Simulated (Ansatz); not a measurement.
Crystal: Pt2W.

```
Pt W
1.0
    -1.38637    1.98220    4.15326
     1.38637   -1.98220    4.15326
     1.38637    1.98220   -4.15326
Pt W
2 1
Direct
  0.33678 0.33678 0.00000
  0.66322 0.66322 0.00000
  0.00000 0.00000 0.00000
```

The cell comes from a database or a generator and needn't be the stable form of this composition.

* Program: Ansatz 0.2.0
* Task: relaxation of cell and atoms
* Functional: PBEsol
* Dispersion: D4
* Potentials or basis: Ansatz PAW
* Cutoff: 420 eV (not typed: the program's choice for these potentials)
* k mesh: 12 × 12 × 12
* Occupations: fermi-dirac, width 0.05 eV
* Spin: no spin polarisation

At the start: volume 15.22 Å³/atom.

Q: How do energy, volume and symmetry change on relaxing?

A: It ends after 5 steps and the volume is 14.77 Å³/atom (-2.9 %); space group Immm (No. 71, to 0.05 Å).

The path:
```
step  energy change (eV)  largest force (eV/Å)  volume (Å³)
   1              0.0000                0.0136        45.65
   2             -0.0408                0.0016        44.50
   3             -0.0418                0.0006        44.30
   4             -0.0418                0.0003        44.31
   5             -0.0412                0.0003        44.31
```

Final structure:
```
Pt W
1.0
    -1.37614    1.95673    4.11380
     1.37614   -1.95673    4.11380
     1.37614    1.95673   -4.11380
Pt W
2 1
Direct
  0.33655 0.33655 0.00000
  0.66345 0.66345 0.00000
  0.00000 0.00000 0.00000
```

Caveat: the plane-wave basis is chosen anew once the cell has moved, so the energies of steps on either side of that aren't comparable; pairwise dispersion overbinds metals, which lowers pressure and volume; the PAW data sets come from PBE, with cores solved anew for the run's functional, which leaves a small shift of forces and pressure.
